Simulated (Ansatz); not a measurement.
**CH3Ge (doublet): the correlation ladder at a displaced geometry (v1), cc-pVDZ**

An exercise on one series of results from a longer session: the logs are not shown, and one member is left open.

Method: cc-pVDZ, core rule «outside noble gas», up to 15 orbitals frozen; program: Ansatz 0.2.0, Gaussian basis.

To be run: UHF; CCSD(T) on ROHF; CCSD(T) on UHF; BCCD(T) on ROHF; CISD; CCSDT(Q) on ROHF; CCSDT(Q) on UHF.

18 further runs of the same task are left out: 5 that didn't finish, 13 set aside as unsound or not needed.

## The system

The geometry is a PBE0/def2-TZVP stationary point (not a proven minimum) with its atoms shifted at random (size 0.040 Å). No spin-orbit coupling is included. The filled d shell of Ge may be among the frozen orbitals whatever the setting's name suggests; the logs give the count.

5 atoms, charge 0, spin multiplicity 2.

Atoms are counted from 1 here; the program's logs count them from 0.

Bond lengths: Ge1–C2 1.763 Å, Ge1–H3 1.542 Å, Ge1–H4 1.526 Å, C2–H5 1.145 Å. Angles: C2–Ge1–H3 121.1°, C2–Ge1–H4 118.9°, H3–Ge1–H4 120.0°, Ge1–C2–H5 151.9°.

Set-up of the first run:

in.yaml

```yaml
crystal:
  periodic: [false, false, false]
  atoms:
    - {symbol: Ge, position_ang: [0.001339, 0.011208, 0.255534]}
    - {symbol: C, position_ang: [0.000506, -0.106831, -1.503106]}
    - {symbol: H, position_ang: [0.048470, 1.381429, 0.960528]}
    - {symbol: H, position_ang: [-0.054307, -1.270697, 1.081663]}
    - {symbol: H, position_ang: [-0.096691, 0.354548, -2.546822]}
basis:
  gaussian: {orbitals: cc-pVDZ}
magnetization: {spin_polarized: true, initial_magnetization: 1}
hamiltonian: {xc: hf}
output: {orbitals: {seedname: orbitals}}
```

Command:

```console
> ansatz run in.yaml --threads 1 --pin off --events-out ev --progress --plain --max-ram 2393MiB
```

Steps of the session up to this table: UHF; CCSD(T) on ROHF; CCSD(T) on UHF; BCCD(T) on ROHF; CISD; CCSDT(Q) on ROHF; CCSDT(Q) on UHF.

One of the session's tables, all rows but one given; the rest of the session is left out.

```
   method  from RCCSDT(Q) (meV)
     ROHF               +7094.6
      UHF               +6542.7
     RMP2               +1307.7
     UMP2               +1622.4
    RCCSD                +316.5
    UCCSD                +325.3
 RCCSD(T)                 +58.9
 UCCSD(T)                 +96.8
  BCCD(T)                 +62.2
   RCCSDT                 +20.1
   UCCSDT                 +22.3
RCCSDT(Q)                     0
UCCSDT(Q)                     ?
```

**Question.** Estimate the row for UCCSDT(Q).

As computed: from RCCSDT(Q) (meV): +0.7. In the column «from RCCSDT(Q) (meV)» it lies between RCCSDT(Q) (0) and RCCSDT (+20.1).

Not comparable, so not listed: CISD (they don't share determinant, frozen orbitals or solution with the rows shown, or repeat one).

To keep in mind: The determinant is far from a pure spin state, so its energy mixes those of several spin states (harmless only where they are near-degenerate, as at dissociation). Restricted and unrestricted rows rest on different reference determinants; where their highest levels disagree by more than a few hundredths of an eV, they describe different states and don't form one ladder.
